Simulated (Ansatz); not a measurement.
# CuH: one species, many methods

An exercise on one series of results from a longer session: the logs are not shown, and one member is left open.

Computed with Ansatz 0.2.0, Gaussian basis. Level: functionals in def2-TZVPP, the program's frozen cores in correlated methods.

The runs, in order: LDA (SPW92), PBE-D4, revPBE-D4, BLYP-D4, r2SCAN-D4, B97M-V, PBE0-D4, B3LYP-D4, r2SCANh-D4, r2SCAN0-D4, HSE06-D4, BHLYP-D4, CAM-B3LYP-D4, LC-ωPBE, ωB97X-V, ωB97M-V, B2PLYP, PBE-QIDH; CCSD(T)/def2-SVP; CCSD(T)/def2-TZVPP; CCSD(T)/def2-QZVPP; extrapolation to the limit; RPA on PBE.

### The relaxed structure

All runs share one geometry, relaxed beforehand with PBE0-D4 in a triple-zeta def2 set.

2 atoms, charge 0, spin multiplicity 1.

Atoms are counted from 1 here; the program's logs count them from 0.

Bond lengths: Cu1–H2 1.485 Å.

Set-up of the first run:

File in.yaml:

```yaml
crystal:
  periodic: [false, false, false]
  atoms:
    - {symbol: Cu, position_ang: [-0.630596, 0.228270, -0.318784]}
    - {symbol: H, position_ang: [0.630596, -0.228270, 0.318784]}
basis:
  gaussian: {orbitals: def2-TZVPP}
hamiltonian: {xc: lda}
output: {orbitals: {seedname: orbitals}}
```

Command:

```sh
ansatz run in.yaml --threads 2 --pin off --events-out ev --progress --plain --max-ram 32768MiB --backend cpu
```

Steps of the session up to this table: LDA; PBE-D4 (GGA); revPBE-D4 (GGA); BLYP-D4 (GGA); r2SCAN-D4 (meta-GGA); B97M-V (meta-GGA); PBE0-D4 (hybrid); B3LYP-D4 (hybrid); r2SCANh-D4 (hybrid); r2SCAN0-D4 (hybrid); HSE06-D4 (hybrid); BHLYP-D4 (hybrid); CAM-B3LYP-D4 (range-separated); LC-ωPBE (range-separated); ωB97X-V (range-separated); ωB97M-V (range-separated); B2PLYP (double hybrid); PBE-QIDH (double hybrid).

One of the session's tables, all rows but one given; the rest of the session is left out.

It belongs to the step «Frontier levels by functional». 

```
  functional  HOMO (eV)  LUMO (eV)  gap (eV)
 LDA (SPW92)      -5.70      -2.99      2.70
      PBE-D4      -5.46      -2.83      2.63
   revPBE-D4      -5.38      -2.74      2.64
     BLYP-D4      -5.44      -2.89      2.54
   r2SCAN-D4      -5.50      -2.51      2.99
      B97M-V      -5.54      -2.82      2.72
     PBE0-D4      -6.65      -1.85      4.79
    B3LYP-D4          ?          ?         ?
  r2SCANh-D4      -6.01      -2.16      3.85
  r2SCAN0-D4      -6.74      -1.65      5.09
    HSE06-D4      -6.23      -2.22      4.01
    BHLYP-D4      -7.76      -1.14      6.62
CAM-B3LYP-D4      -8.10      -1.06      7.04
     LC-ωPBE      -9.28       0.17      9.45
     ωB97X-V      -8.97       0.05      9.02
     ωB97M-V      -8.95      -0.24      8.72
```

**Question.** Estimate the row for B3LYP-D4.

Worked estimate for «HOMO (eV)». Against the share of exact exchange, BLYP-D4 (0, -5.44), BHLYP-D4 (0.5, -7.76) give a slope of -4.64 per unit share; at 0.2 the line stands at -6.37.

The run gave: HOMO (eV): -6.55; LUMO (eV): -2.26; gap (eV): 4.29. In «HOMO (eV)» the line misses by +0.18.
